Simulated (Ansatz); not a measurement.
# Al3Ga: the cost of one run

Computed with the Python package of Ansatz 0.2.0. Level of theory: DFT r2SCAN, plane waves, PAW.

### 1 The structure

The structure is cubic, space group Pm-3m (No. 221). Conventional cell: a = 4.003 Å, b = 4.003 Å, c = 4.003 Å, α = 90.00°, β = 90.00°, γ = 90.00°. Al (site symmetry 4/mmm) is surrounded by 8 Al at 2.83 Å and 4 Ga at 2.83 Å. Around Ga (site symmetry m-3m) lie 12 Al at 2.83 Å.

The script holds or builds the structure itself.

### 2 Script

File al3ga.py:

```python
import ansatz as az
import numpy as np
from pymatgen.analysis.eos import EOS

vectors0 = np.array([
    [4.002792, 0.0, 0.0],
    [0.0, 4.002792, 0.0],
    [0.0, 0.0, 4.002792],
])
sites = [
    ("Al", [0.5, 0.5, 0.0]),
    ("Al", [0.0, 0.5, 0.5]),
    ("Al", [0.5, 0.0, 0.5]),
    ("Ga", [0.0, 0.0, 0.0]),
]


def make_crystal(cell):
    crystal = az.Crystal(lattice=az.Lattice.of(cell))
    for symbol, position in sites:
        crystal = crystal.atom(symbol, position)
    return crystal

volumes, energies = [], []
for scale in np.linspace(0.94, 1.06, 7):
    cell = vectors0 * scale ** (1 / 3)
    setup = (
        make_crystal(cell).calculation()
        .occupations(az.OccupationsMethod.FERMI_DIRAC)
        .basis(650)
        .functional("r2scan")
        .pseudopotentials("paw")
        .kpoints(6, 6, 6)
    )
    data = setup.run(threads=1).report
    volumes.append(abs(np.linalg.det(cell)) / len(sites))
    energies.append(data["free_energy_ev"] / len(sites))
    print(f"V = {volumes[-1]:8.4f} A^3/atom  F = {energies[-1]:.5f} eV/atom")

for form in ["pourier_tarantola", "birch_murnaghan", "vinet"]:
    fit = EOS(eos_name=form).fit(volumes, energies)
    print(f"{form:18s} V0 {fit.v0:8.4f} A^3/atom  B0 {fit.b0_GPa:7.1f} GPa  B1 {fit.b1:5.2f}")
```

### 3 What the engine is handed

The package turns the script's settings into the engine's input (first run):

```yaml
crystal:
  lattice:
    - [3.92107943927778, 0.0, 0.0]
    - [0.0, 3.92107943927778, 0.0]
    - [0.0, 0.0, 3.92107943927778]
  atoms:
    - { symbol: Al, position: [0.5, 0.5, 0.0] }
    - { symbol: Al, position: [0.0, 0.5, 0.5] }
    - { symbol: Al, position: [0.5, 0.0, 0.5] }
    - { symbol: Ga, position: [0.0, 0.0, 0.0] }
basis:
  ecutwfc: 650.0
kpoints:
  mp_grid:
    grid: [6, 6, 6]
hamiltonian:
  xc: r2scan
  pseudopotentials:
    kind: paw
scf:
  occupations:
    method: fermi_dirac
```

### 4 Launch

Launch:

```bash
> python al3ga.py
```

**Question.** How long does this script take on 1 thread of Arm Neoverse V1, shared host, and how much memory does it need?

About 33 s, with a peak of 0.63 GiB.
